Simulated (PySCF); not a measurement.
**Germanium: the same states on changed settings**

These states were run before on sound settings. What differs here: radial step 1.2 in ln r (0.13 in the sound run), unsound on purpose. What does it move?

Method: unrestricted determinants in a Gaussian basis, no spin-orbit coupling in the energies. Code: PySCF 2.14.0.

## (1) What is computed

```
Element     : germanium (Z = 32)
Basis       : cc-pVTZ-PP with ECP10MDF
Hamiltonian : scalar relativity through the core potential
State 1     : Ge⁺: [Ar] 3d10 4s2 4p1, 2P determinant
State 2     : Ge²⁺: [Ar] 3d10 4s2, closed-shell 1S
Methods     : BP86, LDA
```

The outer shells:

Ge+ [Ar] 3d10 4s2 4p1
```
[Ar] core
3d [↑↓][↑↓][↑↓][↑↓][↑↓]
4s [↑↓]
4p [↑ ][  ][  ]
```

Ge2+ [Ar] 3d10 4s2
```
[Ar] core
3d [↑↓][↑↓][↑↓][↑↓][↑↓]
4s [↑↓]
```

The sound run (cc-pVTZ-PP with ECP10, a scalar-relativistic core potential, symmetry-adapted start, fine grid, valence correlation) gave:

| species | method | energy (hartree) |
| --- | --- | --- |
| Ge⁺ | UHF | -293.08057 |
| Ge⁺ | BP86 | -294.37461 |
| Ge⁺ | LDA | -293.76471 |
| Ge⁺ | MP2 (valence) | -293.11811 |
| Ge⁺ | CCSD(T) (valence) | -293.13260 |
| Ge²⁺ | UHF | -292.52030 |
| Ge²⁺ | BP86 | -293.79294 |
| Ge²⁺ | LDA | -293.18368 |
| Ge²⁺ | MP2 (valence) | -292.54916 |
| Ge²⁺ | CCSD(T) (valence) | -292.56021 |

The runs were made by one driver on top of PySCF. The scripts below sum up each run's settings (the driver also hands on starting orbitals that pick excited configurations, and frozen orbitals as a list rather than a count), and the logs come from the driver's own runs. The driver starts from symmetry-adapted Hartree-Fock orbitals, holds the occupation by maximum overlap and uses a logarithmic radial grid for functionals, so a plain start would take other cycles.

It was started by

```sh
$ OMP_NUM_THREADS=1 python atomrun2.py TASK.json OUT
```

The integrals over 39 functions and the set-up took 0.26 s of CPU time.

The grid is set inside the driver, so the scripts do not show it: radial step 1.2 in ln r (0.13 in the sound run).

## (2) Changed run, Ge⁺: the ladder of methods

Level: BP86.

File input.py:

```python
from pyscf import gto, scf, dft, mp, cc
import basis_set_exchange as bse
txt = bse.get_basis("cc-pVTZ-PP", elements=["Ge"], fmt="nwchem", header=False)
cut = txt.index("\nECP")
mol = gto.M(atom="Ge 0 0 0", charge=1, spin=1, symmetry="D2h",
            basis=gto.basis.parse(txt[:cut]),
            ecp={"Ge": gto.basis.parse_ecp(txt[cut:])})
mf = dft.UKS(mol, xc="B88,P86")
mf.irrep_nelec = {'Ag': (4, 4), 'B1g': (1, 1), 'B2g': (1, 1), 'B3g': (1, 1), 'B1u': (1, 1), 'B2u': (2, 1), 'B3u': (1, 1)}
mf.kernel()
```

The program printed:

```text
damping factor = 0
level_shift factor = 0
DIIS = <class 'pyscf.scf.diis.CDIIS'>
diis_start_cycle = 1
diis_space = 10
diis_damp = 0
SCF conv_tol = 1e-09
SCF conv_tol_grad = None
number electrons alpha = 11  beta = 10
XC functionals = B88,P86
    A. D. Becke.,  Phys. Rev. A 38, 3098 (1988)
    J. P. Perdew.,  Phys. Rev. B 33, 8822 (1986)
cycle= 1 E= -289.753028802849  delta_E= -0.492  |g|= 1.18  |ddm|= 9.49
cycle= 2 E= -289.85717497699  delta_E= -0.104  |g|= 0.842  |ddm|= 2.08
cycle= 3 E= -289.990331658927  delta_E= -0.133  |g|= 0.00452  |ddm|= 1.27
cycle= 4 E= -289.990358154447  delta_E= -2.65e-05  |g|= 0.00108  |ddm|= 0.0689
cycle= 5 E= -289.990359728457  delta_E= -1.57e-06  |g|= 0.000224  |ddm|= 0.00881
cycle= 6 E= -289.99035982854  delta_E= -1e-07  |g|= 1.1e-05  |ddm|= 0.00167
cycle= 7 E= -289.990359828704  delta_E= -1.65e-10  |g|= 3.54e-07  |ddm|= 9.3e-05
converged SCF energy = -289.990359828704  <S^2> = 0.7691746  2S+1 = 2.0190836
```

Time after the integrals: 0.08 s (1 thread of Neoverse-V1, shared host).

The occupied shells:

| shell | electrons | mean orbital energy (eV) | spread (eV) | rms radius (bohr) |
| --- | --- | --- | --- | --- |
| 3s α | 1 | -173.25 | 0 | 0.723 |
| 3s β | 1 | -173.25 | 0 | 0.723 |
| 3p α | 3 | -126.38 | 0.297 | 0.756 |
| 3p β | 3 | -126.38 | 0.303 | 0.756 |
| 3d α | 5 | -47.908 | 0.303 | 0.810 |
| 3d β | 5 | -47.907 | 0.317 | 0.810 |
| 4s α | 1 | -22.175 | 0 | 2.68 |
| 4s β | 1 | -20.897 | 0 | 2.68 |
| 4p α | 1 | -18.354 | 0 | 2.95 |

⟨S²⟩ = 0.769, ⟨L²⟩ = 2.07.

Energies and moments cover only the electrons outside the core potential.

Level: LDA.

input.py differs from the last one in:

```diff
@@ -7,3 +7,3 @@
             ecp={"Ge": gto.basis.parse_ecp(txt[cut:])})
-mf = dft.UKS(mol, xc="B88,P86")
+mf = dft.UKS(mol, xc="LDA,VWN")
 mf.irrep_nelec = {'Ag': (4, 4), 'B1g': (1, 1), 'B2g': (1, 1), 'B3g': (1, 1), 'B1u': (1, 1), 'B2u': (2, 1), 'B3u': (1, 1)}
```

The program printed:

```text
damping factor = 0
level_shift factor = 0
DIIS = <class 'pyscf.scf.diis.CDIIS'>
diis_start_cycle = 1
diis_space = 10
diis_damp = 0
SCF conv_tol = 1e-09
SCF conv_tol_grad = None
number electrons alpha = 11  beta = 10
XC functionals = LDA,VWN
    P. A. M. Dirac.,  Math. Proc. Cambridge Philos. Soc. 26, 376 (1930)
    F. Bloch.,  Z. Phys. 57, 545 (1929)
    S. H. Vosko, L. Wilk, and M. Nusair.,  Can. J. Phys. 58, 1200 (1980)
cycle= 1 E= -288.819853753624  delta_E= -0.462  |g|= 1.37  |ddm|= 8.81
cycle= 2 E= -288.950487941816  delta_E= -0.131  |g|= 0.975  |ddm|= 2.42
cycle= 3 E= -289.128362741691  delta_E= -0.178  |g|= 0.00662  |ddm|= 1.47
cycle= 4 E= -289.128384935595  delta_E= -2.22e-05  |g|= 0.00112  |ddm|= 0.0816
cycle= 5 E= -289.128385696422  delta_E= -7.61e-07  |g|= 0.000106  |ddm|= 0.00848
cycle= 6 E= -289.128385712122  delta_E= -1.57e-08  |g|= 9.96e-06  |ddm|= 0.000874
cycle= 7 E= -289.1283857123  delta_E= -1.78e-10  |g|= 4.86e-07  |ddm|= 9e-05
converged SCF energy = -289.1283857123  <S^2> = 0.76138919  2S+1 = 2.0113569
```

Time after the integrals: 0.06 s (1 thread of Neoverse-V1, shared host).

Energies and moments cover only the electrons outside the core potential.

## (3) Changed run, Ge²⁺

Level: BP86.

File input.py:

```python
from pyscf import gto, scf, dft, mp, cc
import basis_set_exchange as bse
txt = bse.get_basis("cc-pVTZ-PP", elements=["Ge"], fmt="nwchem", header=False)
cut = txt.index("\nECP")
mol = gto.M(atom="Ge 0 0 0", charge=2, spin=0, symmetry="D2h",
            basis=gto.basis.parse(txt[:cut]),
            ecp={"Ge": gto.basis.parse_ecp(txt[cut:])})
mf = dft.UKS(mol, xc="B88,P86")
mf.irrep_nelec = {'Ag': (4, 4), 'B1g': (1, 1), 'B2g': (1, 1), 'B3g': (1, 1), 'B1u': (1, 1), 'B2u': (1, 1), 'B3u': (1, 1)}
mf.kernel()
```

The program printed:

```text
damping factor = 0
level_shift factor = 0
DIIS = <class 'pyscf.scf.diis.CDIIS'>
diis_start_cycle = 1
diis_space = 10
diis_damp = 0
SCF conv_tol = 1e-09
SCF conv_tol_grad = None
number electrons alpha = 10  beta = 10
XC functionals = B88,P86
    A. D. Becke.,  Phys. Rev. A 38, 3098 (1988)
    J. P. Perdew.,  Phys. Rev. B 33, 8822 (1986)
cycle= 1 E= -289.020404068571  delta_E= -0.352  |g|=  1.1  |ddm|= 4.98
cycle= 2 E= -289.10533627047  delta_E= -0.0849  |g|= 0.785  |ddm|= 1.62
cycle= 3 E= -289.21937036307  delta_E= -0.114  |g|= 0.0036  |ddm|= 1.07
cycle= 4 E= -289.219374400586  delta_E= -4.04e-06  |g|= 0.000256  |ddm|= 0.0318
cycle= 5 E= -289.219374418685  delta_E= -1.81e-08  |g|= 1.86e-05  |ddm|= 0.00075
cycle= 6 E= -289.219374418759  delta_E= -7.46e-11  |g|= 6.55e-08  |ddm|= 3.97e-05
converged SCF energy = -289.219374418759  <S^2> = -1.0658141e-14  2S+1 = 1
```

It took 0.07 s on 1 thread of Neoverse-V1, shared host, the integrals not counted.

Orbital energies by shell (radii are means over both spins):

| shell | electrons | mean orbital energy (eV) | spread (eV) | rms radius (bohr) |
| --- | --- | --- | --- | --- |
| 3s | 2 | -182.31 | 0 | 0.723 |
| 3p | 6 | -135.45 | 0 | 0.755 |
| 3d | 10 | -56.985 | 0 | 0.810 |
| 4s | 2 | -28.836 | 0 | 2.58 |

⟨S²⟩ = 0.000, ⟨L²⟩ = 0.00.

Energies and moments cover only the electrons outside the core potential.

Level: LDA.

input.py differs from the last one in:

```diff
@@ -7,3 +7,3 @@
             ecp={"Ge": gto.basis.parse_ecp(txt[cut:])})
-mf = dft.UKS(mol, xc="B88,P86")
+mf = dft.UKS(mol, xc="LDA,VWN")
 mf.irrep_nelec = {'Ag': (4, 4), 'B1g': (1, 1), 'B2g': (1, 1), 'B3g': (1, 1), 'B1u': (1, 1), 'B2u': (1, 1), 'B3u': (1, 1)}
```

The program printed:

```text
damping factor = 0
level_shift factor = 0
DIIS = <class 'pyscf.scf.diis.CDIIS'>
diis_start_cycle = 1
diis_space = 10
diis_damp = 0
SCF conv_tol = 1e-09
SCF conv_tol_grad = None
number electrons alpha = 10  beta = 10
XC functionals = LDA,VWN
    P. A. M. Dirac.,  Math. Proc. Cambridge Philos. Soc. 26, 376 (1930)
    F. Bloch.,  Z. Phys. 57, 545 (1929)
    S. H. Vosko, L. Wilk, and M. Nusair.,  Can. J. Phys. 58, 1200 (1980)
cycle= 1 E= -288.111890560577  delta_E= -0.336  |g|= 1.28  |ddm|= 4.56
cycle= 2 E= -288.218507517086  delta_E= -0.107  |g|= 0.912  |ddm|= 1.97
cycle= 3 E= -288.371641058125  delta_E= -0.153  |g|= 0.00731  |ddm|=  1.2
cycle= 4 E= -288.371652969002  delta_E= -1.19e-05  |g|= 0.000557  |ddm|= 0.0378
cycle= 5 E= -288.371653057585  delta_E= -8.86e-08  |g|= 3.71e-05  |ddm|= 0.00152
cycle= 6 E= -288.371653058018  delta_E= -4.33e-10  |g|= 8.84e-07  |ddm|= 0.000116
converged SCF energy = -288.371653058018  <S^2> = -3.5527137e-15  2S+1 = 1
```

Time after the integrals: 0.05 s (1 thread of Neoverse-V1, shared host).

Energies and moments cover only the electrons outside the core potential.

## (4) What moved

| species | method | converged | energy less sound run (eV) |
| --- | --- | --- | --- |
| Ge⁺ | BP86 | yes | +119.3017 |
| Ge⁺ | LDA | yes | +126.1609 |
| Ge²⁺ | BP86 | yes | +124.4532 |
| Ge²⁺ | LDA | yes | +130.9418 |

Ionisation energy of Ge⁺:

| method | sound run (eV) | changed run (eV) | shift (eV) |
| --- | --- | --- | --- |
| UHF | 15.246 | 15.246 | +0.000 |
| BP86 | 15.828 | 20.980 | +5.152 |
| LDA | 15.811 | 20.592 | +4.781 |

## (5) Summary of results

| quantity | value |
| --- | --- |
| change | radial step 1.2 in ln r (0.13 in the sound run) |
| runs converged | 4 of 4 |
| largest shift of a converged total energy | 131 eV |
| largest shift of the ionisation energy | +5.152 eV (BP86) |

What this shows: The ionisation energy moves by up to 5.15 eV, at BP86. A coarse radial grid mis-integrates the density and the exchange-correlation energy, with errors of either sign; Hartree-Fock needs no grid. The setting is unsound on purpose, so these numbers are no properties of the atom.
